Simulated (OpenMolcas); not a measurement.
# VF5 (SMILES [F][V]([F])([F])([F])[F]): BHLYP/ANO-S-VDZP (Cholesky decomposition)

Aim: the vertical ionisation energy of VF5 at BHLYP/ANO-S-VDZP (Cholesky decomposition), from 2 runs. 

Program for the calculation: OpenMolcas 26.06.

## 1. The system as given

VF5 has 6 atoms, charge 0, and is taken as a singlet. SMILES: `[F][V]([F])([F])([F])[F]`. Geometry: a GFN2-xTB relaxation, a rough one for these elements and not checked as a minimum.

Bond lengths: F1–V2 1.643 Å, V2–F3 1.651 Å, V2–F4 1.651 Å, V2–F5 1.643 Å, V2–F6 1.652 Å. Angles: F1–V2–F3 90.1°, F1–V2–F4 89.9°, F1–V2–F5 179.9°, F1–V2–F6 90.1°, F3–V2–F4 120.5°, F3–V2–F5 89.9°, F3–V2–F6 119.6°, F4–V2–F5 90.0°, F4–V2–F6 119.9°, F5–V2–F6 90.0°.

## 2. A single-point energy at BHLYP/ANO-S-VDZP (Cholesky decomposition)

job.inp reads:

```
* F5V Kohn-Sham DFT
&GATEWAY
Coord
6
angstrom
F       -0.617950      -1.184960       0.956100
V       -0.000150      -0.001480      -0.001140
F        1.493250      -0.698030       0.097800
F       -1.046130      -0.430790      -1.203840
F        0.616540       1.180370      -0.960970
F       -0.445550       1.134880       1.112050
Basis=ANO-S-VDZP
Group=NoSym
&SEWARD
Medium
&SCF
KSDFT=HYB_GGA_XC_BHANDHLYP
PrOrbitals=1 1
```

Command:

```console
export MOLCAS_MEM=1860
pymolcas job.inp > job.log
```

The program printed:

```text
--- Start Module: gateway ---

                                              &GATEWAY

                       available to each process: 1.9 GB of memory, 1 thread

++    Symmetry information:
      ---------------------

                    Character Table for C1

                             E
                    a        1  x, y, xy, Rz, z, xz, Ry, yz, Rx, I
--

++    Basis set information:
      ----------------------

      Basis set label: F.ANO-S...3S2P1D.

      Electronic valence basis set:
      ------------------
      Associated Effective Charge   9.000000 au
      Associated Actual Charge      9.000000 au
      Nuclear Model: Point charge

      Shell  nPrim  nBasis  Cartesian Spherical Contaminant
         s      10       3        X
         p       6       2        X
         d       3       1                 X

      Basis set label: V.ANO-S...5S4P2D1F.

      Electronic valence basis set:
      ------------------
      Associated Effective Charge  23.000000 au
      Associated Actual Charge     23.000000 au
      Nuclear Model: Point charge

      Shell  nPrim  nBasis  Cartesian Spherical Contaminant
         s      17       5        X
         p      12       4        X
         d       9       2                 X
         f       4       1                 X

      Basis set label: F.ANO-S...3S2P1D.

      Electronic valence basis set:
      ------------------
      Associated Effective Charge   9.000000 au
      Associated Actual Charge      9.000000 au
      Nuclear Model: Point charge

      Shell  nPrim  nBasis  Cartesian Spherical Contaminant
         s      10       3        X
         p       6       2        X
         d       3       1                 X
--

++    Molecular structure info:
      -------------------------

                    ************************************************
                    **** Cartesian Coordinates / bohr, angstrom ****
                    ************************************************

     Center  Label                x              y              z                     x              y              z
        1      F1              -1.167756      -2.239250       1.806767             -0.617950      -1.184960       0.956100
        2      V2              -0.000283      -0.002797      -0.002154             -0.000150      -0.001480      -0.001140
        3      F3               2.821834      -1.319086       0.184815              1.493250      -0.698030       0.097800
        4      F4              -1.976899      -0.814075      -2.274928             -1.046130      -0.430790      -1.203840
        5      F5               1.165092       2.230576      -1.815970              0.616540       1.180370      -0.960970
        6      F6              -0.841967       2.144612       2.101470             -0.445550       1.134880       1.112050

                    ***************************************
                    *    InterNuclear Distances / bohr    *
                    ***************************************

               1 F1            2 V2            3 F3            4 F4            5 F5            6 F6
    1 F1       0.000000
    2 V2       3.104338        0.000000
    3 F3       4.403891        3.119602        0.000000
    4 F4       4.398417        3.119404        5.416014        0.000000
    5 F5       6.208522        3.104188        4.398640        4.399165        0.000000
    6 F6       4.405818        3.121704        5.393905        5.403218        4.402501        0.000000

                    *******************************************
                    *    InterNuclear Distances / angstrom    *
                    *******************************************

               1 F1            2 V2            3 F3            4 F4            5 F5            6 F6
    1 F1       0.000000
    2 V2       1.642745        0.000000
    3 F3       2.330439        1.650822        0.000000
    4 F4       2.327542        1.650718        2.866031        0.000000
    5 F5       3.285408        1.642665        2.327660        2.327938        0.000000
    6 F6       2.331459        1.651934        2.854331        2.859260        2.329703        0.000000
--

            Nuclear Potential Energy            500.81796805 au

--- Stop Module: gateway /rc=_RC_ALL_IS_WELL_ ---

--- Start Module: seward ---

                                              &SEWARD

                       available to each process: 1.9 GB of memory, 1 thread

               SEWARD will generate:
                  Multipole Moment integrals up to order  2
                  Kinetic Energy integrals
                  Nuclear Attraction integrals (point charge)
                  One-Electron Hamiltonian integrals
                  Velocity integrals
                  Orbital angular momentum around ( -0.0001  -0.0006  -0.0005 )
                  Velocity quadrupole around ( -0.0001  -0.0006  -0.0005 )
                  Cholesky decomposed two-electron repulsion integrals
                   - CD Threshold:   1.00E-06

                   Integrals are discarded if absolute value <: 1.00E-40
                   Integral cutoff threshold is set to       <: 1.00E-40

            Nuclear Potential Energy            500.81796805 au

      Basis set specifications :
      Symmetry species         a
      Basis functions          104

--- Stop Module: seward /rc=_RC_ALL_IS_WELL_ ---
--- Module seward spent 12 seconds ---

--- Start Module: scf ---

                                                &SCF

                       available to each process: 1.9 GB of memory, 1 thread

++    Input section:
      --------------

      Header of the integral files:

      Cartesian coordinates in angstrom:
      -----------------------------------------------------
      No.  Label        X            Y            Z
      -----------------------------------------------------
       1   F1        -0.61795000  -1.18496000   0.95610000
       2   V2        -0.00015000  -0.00148000  -0.00114000
       3   F3         1.49325000  -0.69803000   0.09780000
       4   F4        -1.04613000  -0.43079000  -1.20384000
       5   F5         0.61654000   1.18037000  -0.96097000
       6   F6        -0.44555000   1.13488000   1.11205000
      -----------------------------------------------------
      Nuclear repulsion energy =  500.81796805
--

++    Orbital specifications:
      -----------------------

      Symmetry species               1
                                     a
      Frozen orbitals                0
      Occupied orbitals             34
      Secondary orbitals            70
      Deleted orbitals               0
      Total number of orbitals     104
      Number of basis functions    104
--

      Molecular charge                           0.000

      Numerical integration parameters
      --------------------------------
      Radial quadrature type:                         MHL
      Size of radial grid:                            75
      Lebedev angular grid:                           29
      Angular grid pruned with the crowding factor:  3.00E+00
                                 and fading factor:  6.00E+00
      Screening threshold for integral computation:   1.00E-11
      Radial quadrature accuracy:                     1.00E-25
      Maximum batch size:                             128
      AO values are stored on disk
      The same grid will be used for all iterations.

      DFT functional specifications
      -----------------------------
      Using Libxc version: 6.2.2
      Please cite the following reference:
      S. Lehtola, C. Steigemann, M. J.T. Oliveira, and M. A.L. Marques.,  SoftwareX 7, 1–5 (2018) doi:10.1016/j.softx.2017.11.002

      * BHandHLYP
        - Defined through Gaussian implementation. doi:

++    Optimization specifications:
      ----------------------------

      SCF Algorithm: LK-Cholesky
      LK screening threshold:                     4.50E-02
      Local-Exchange (LK) algorithm.
       - the density matrix is decomposed
      The actual AO density is used
      Number of density matrices in core                 5
      Maximum number of NDDO SCF iterations            400
      Maximum number of HF SCF iterations              400
      Threshold for SCF energy change             1.00E-09
      Threshold for density matrix                1.00E-04
      Threshold for Fock matrix                   1.50E-04
      Threshold for linear dependence             1.00E-09
      Threshold at which DIIS is turned on        1.50E-01
      Maximum depth in the DIIS procedure                5
      Maximum depth in the BFGS Hessian update          30
      Threshold at which QNR/C2DIIS is turned on  7.50E-02
      Threshold for Norm(delta) (QNR/C2DIIS)      1.00E-03
      All orbitals punched on: SCFORB
--

      Input vectors read from INPORB
      Orbital file label: *Guess orbitals

++ Convergence information
                                   [...]      iterations: Energy and convergence statistics

Iter     Tot. [...]      One-elec.       Two-elec.     Energy      Max Dij or  Max Fij      DNorm      TNorm      AccCon     Time
         Energy          Energy          Energy        Change      Delta Norm                                                in Sec.

 The total and one-electron energies are shifted by a value of      1000. a.u.

   1  -441.851942538 -2016.321221047  1073.651310455   0.00E+00    8.22E-01*   3.31E-01*    1.20E+01   2.94E+02   None         1.
   2  -422.713348757 -2129.316318682  1205.785001870   1.91E+01*   6.72E-01*   2.12E-01*    1.22E+01   3.12E+02   EDIIS        1.
   3  -441.559640243 -2058.749754378  1116.372146081  -1.88E+01*   5.56E-02*   1.48E-01*    1.21E+01   3.01E+02   EDIIS        1.
   4  -443.233857617 -2032.028435112  1087.976609440  -1.67E+00*   5.20E-02*   2.30E-02*    1.20E+01   2.96E+02   c2DIIS       1.
   5  -443.259525675 -2036.285945483  1092.208451754  -2.57E-02*   6.21E-02*   1.38E-02*    1.20E+01   2.97E+02   QNRc2DIIS    1.
   6  -443.253889106 -2033.710501272  1089.638644111   5.64E-03*   4.02E-02*   3.62E-02*    1.19E+01   2.97E+02   QNRc2DIIS    1.
   7  -443.261234927 -2035.217626314  1091.138423332  -7.35E-03*   8.51E-03*   1.54E-03*    1.20E+01   2.97E+02   QNRc2DIIS    1.
   8  -443.261230378 -2035.490788087  1091.411589655   4.55E-06*   5.23E-03*   1.82E-03*    1.20E+01   2.97E+02   QNRc2DIIS    1.
   9  -443.261300872 -2035.459366158  1091.380097231  -7.05E-05*   1.46E-03*   4.91E-04*    1.20E+01   2.97E+02   QNRc2DIIS    1.
  10  -443.261309299 -2035.381280349  1091.302002996  -8.43E-06*   2.37E-04    6.49E-05     1.20E+01   2.97E+02   QNRc2DIIS    1.
  11  -443.261309399 -2035.383199091  1091.303921638  -1.00E-07*   1.30E-04    2.87E-05     1.20E+01   2.97E+02   QNRc2DIIS    1.
  12  -443.261309416 -2035.383800607  1091.304523137  -1.71E-08*   5.64E-05    1.99E-05     1.20E+01   2.97E+02   QNRc2DIIS    1.
  13  -443.261309428 -2035.383151626  1091.303874143  -1.23E-08*   1.24E-05    3.36E-06     1.20E+01   2.97E+02   QNRc2DIIS    1.
  14  -443.261309428 -2035.383224934  1091.303947451  -2.64E-10    4.53E-06    1.32E-06     1.20E+01   2.97E+02   QNRc2DIIS    1.

       Convergence after  14 Iterations
--

 *****************************************************************************************************************************
 *                                             SCF/KS-DFT Program, Final results                                             *
 *                                                       Final Results                                                       *
 *****************************************************************************************************************************

::    Total KS-DFT energy                           -1443.2613094282
      One-electron energy                           -3035.3832249339
      Two-electron energy                            1091.3039474513
      Nuclear repulsion energy                        500.8179680544
      Kinetic energy (interpolated)                  1441.3849301346
      Virial theorem                                    1.0013017892
      Total spin, S(S+1)                                0.0000000000
      Total spin, S                                     0.0000000000
      Max non-diagonal density matrix element           0.0000053022
      Max non-diagonal Fock matrix element              0.0000004347

      All orbitals with orbital energies smaller than  E(LUMO)+0.5 are printed

++    Molecular orbitals:
      -------------------

      Title: RKS-DFT orbitals

      Molecular orbitals for symmetry species 1: a

          Orbital            1         2         3         4         5         6         7         8         9        10
          Energy         -198.9686  -25.3780  -25.3778  -25.3778  -25.3548  -25.3547  -23.2356  -19.6003  -19.5994  -19.5994
          Occ. No.          2.0000    2.0000    2.0000    2.0000    2.0000    2.0000    2.0000    2.0000    2.0000    2.0000

          Orbital           11        12        13        14        15        16        17        18        19        20
          Energy           -3.1500   -2.1188   -2.1116   -2.1113   -1.4189   -1.4049   -1.3943   -1.3941   -1.3637   -0.6986
          Occ. No.          2.0000    2.0000    2.0000    2.0000    2.0000    2.0000    2.0000    2.0000    2.0000    2.0000

          Orbital           21        22        23        24        25        26        27        28        29        30
          Energy           -0.6797   -0.6791   -0.6727   -0.6724   -0.6319   -0.6094   -0.6085   -0.6085   -0.5846   -0.5625
          Occ. No.          2.0000    2.0000    2.0000    2.0000    2.0000    2.0000    2.0000    2.0000    2.0000    2.0000

          Orbital           31        32        33        34        35        36        37        38        39        40
          Energy           -0.5625   -0.5567   -0.5440   -0.5437   -0.1691   -0.1688   -0.1281   -0.1273   -0.0266    0.0031
          Occ. No.          2.0000    2.0000    2.0000    2.0000    0.0000    0.0000    0.0000    0.0000    0.0000    0.0000

          Orbital           41        42        43        44
          Energy            0.1631    0.2749    0.2766    0.3251
          Occ. No.          0.0000    0.0000    0.0000    0.0000

--

++    Molecular charges:
      ------------------

      Mulliken charges per centre and basis function type
      ---------------------------------------------------

                F1      V2      F3      F4      F5      F6
      1s       1.9993  2.0000  1.9994  1.9994  1.9993  1.9994
      2s       1.9629  2.0002  1.9655  1.9655  1.9629  1.9656
      2px      1.8175  2.0000  1.7017  1.7781  1.8175  1.8392
      2pz      1.8019  2.0000  1.8577  1.7614  1.8021  1.7751
      2py      1.7882  2.0000  1.8318  1.8519  1.7880  1.7774
      3s      -0.0000  2.0115 -0.0002 -0.0002 -0.0000 -0.0002
      3px     -0.0070  1.9761 -0.0013 -0.0020 -0.0070 -0.0026
      3pz     -0.0057  1.9755 -0.0044 -0.0035 -0.0056 -0.0036
      3py     -0.0044  1.9750 -0.0057 -0.0058 -0.0045 -0.0051
      4s       0.0000  0.0104  0.0000  0.0000  0.0000  0.0000
      3d2+     0.0018  0.5140  0.0028  0.0014  0.0020  0.0014
      3d1+     0.0014  0.5391  0.0023  0.0028  0.0014  0.0015
      3d0      0.0019  0.4894  0.0010  0.0023  0.0019  0.0021
      3d1-     0.0024  0.5832  0.0006  0.0018  0.0024  0.0028
      3d2-     0.0020  0.5369  0.0029  0.0012  0.0018  0.0017
      4px      0.0000  0.0601  0.0000  0.0000  0.0000  0.0000
      4pz      0.0000  0.0580  0.0000  0.0000  0.0000  0.0000
      4py      0.0000  0.0560  0.0000  0.0000  0.0000  0.0000
      5s       0.0000 -0.0037  0.0000  0.0000  0.0000  0.0000
      4d2+     0.0000  0.0065  0.0000  0.0000  0.0000  0.0000
      4d1+     0.0000  0.0073  0.0000  0.0000  0.0000  0.0000
      4d0      0.0000  0.0045  0.0000  0.0000  0.0000  0.0000
      4d1-     0.0000  0.0138  0.0000  0.0000  0.0000  0.0000
      4d2-     0.0000  0.0085  0.0000  0.0000  0.0000  0.0000
      5px      0.0000  0.0419  0.0000  0.0000  0.0000  0.0000
      5pz      0.0000  0.0470  0.0000  0.0000  0.0000  0.0000
      5py      0.0000  0.0515  0.0000  0.0000  0.0000  0.0000
      4f3+     0.0000  0.0340  0.0000  0.0000  0.0000  0.0000
      4f2+     0.0000  0.0429  0.0000  0.0000  0.0000  0.0000
      4f1+     0.0000  0.0243  0.0000  0.0000  0.0000  0.0000
      4f0      0.0000  0.0307  0.0000  0.0000  0.0000  0.0000
      4f1-     0.0000  0.0433  0.0000  0.0000  0.0000  0.0000
      4f2-     0.0000  0.0441  0.0000  0.0000  0.0000  0.0000
      4f3-     0.0000  0.0307  0.0000  0.0000  0.0000  0.0000
      Total    9.3624 21.2126  9.3541  9.3541  9.3622  9.3546

      N-E     -0.3624  1.7874 -0.3541 -0.3541 -0.3622 -0.3546

      Total electronic charge=   68.000000

      Total            charge=   -0.000000
--

++    Static properties:
      ------------------

      LoProp Charges per center

                   F1       V2       F3       F4       F5       F6
      Nuclear      9.0000  23.0000   9.0000   9.0000   9.0000   9.0000
      Electronic  -9.3921 -21.0975  -9.3726  -9.3729  -9.3919  -9.3730

      Total       -0.3921   1.9025  -0.3726  -0.3729  -0.3919  -0.3730
--

++    Natural Bond Order analysis
      ---------------------------
      Based on LoProp computed density
      -------------------------------------------------------------------------------------
      Atom A       Atom B       Bond Order
      -------------------------------------------------------------------------------------
      NBO located      1.000 non-bonded electrons on atom F1
      NBO located      0.946 non-bonded electrons on atom F1
      NBO located      0.953 non-bonded electrons on atom F1
      NBO located      0.992 non-bonded electrons on atom V2
      NBO located      0.996 non-bonded electrons on atom V2
      NBO located      0.995 non-bonded electrons on atom V2
      NBO located      1.000 non-bonded electrons on atom V2
      NBO located      0.998 non-bonded electrons on atom V2
      NBO located      1.000 non-bonded electrons on atom V2
      NBO located      1.000 non-bonded electrons on atom V2
      NBO located      1.000 non-bonded electrons on atom V2
      NBO located      1.000 non-bonded electrons on atom F3
      NBO located      0.993 non-bonded electrons on atom F3
      NBO located      0.952 non-bonded electrons on atom F3
      NBO located      0.961 non-bonded electrons on atom F4
      NBO located      1.000 non-bonded electrons on atom F4
      NBO located      1.020 non-bonded electrons on atom F4
      NBO located      1.011 non-bonded electrons on atom F4
      NBO located      1.000 non-bonded electrons on atom F5
      NBO located      0.946 non-bonded electrons on atom F5
      NBO located      0.953 non-bonded electrons on atom F5
      NBO located      0.966 non-bonded electrons on atom F6
      NBO located      1.000 non-bonded electrons on atom F6
      NBO located      1.018 non-bonded electrons on atom F6
      NBO located      1.013 non-bonded electrons on atom F6
      The remaining    9.968 electrons are to be considered as diffuse
--

++    Molecular properties:
      ---------------------

      Charge (e):
                      =   -0.0000
      Dipole Moment (debye):
      Origin of the operator (angstrom)=   -0.0000   -0.0003   -0.0002
                   X=  5.0077E-04               Y= -1.4838E-02               Z= -1.1327E-02           Total=  1.8674E-02
      Quadrupole Moment (debye*angstrom):
      Origin of the operator (angstrom)=   -0.0000   -0.0003   -0.0002
                  XX= -4.2845E+01              XY= -8.6303E-01              XZ=  6.6730E-01              YY= -4.4002E+01
                  YZ=  1.3278E+00              ZZ= -4.3458E+01
      In traceless form (debye*angstrom)
                  XX=  8.8471E-01              XY= -1.2945E+00              XZ=  1.0009E+00              YY= -8.5077E-01
                  YZ=  1.9917E+00              ZZ= -3.3939E-02
--

--- Stop Module: scf /rc=_RC_ALL_IS_WELL_ ---
--- Module scf spent 11 seconds ---

.##################.
.# Happy landing! #.
.##################.

    Timing: Wall=24.60 User=23.31 System=1.24
```

Wall time 25 s (1 thread of Arm Neoverse V2, shared host); peak memory 0.087 GiB.

(Part 1 of 2 ends here.)
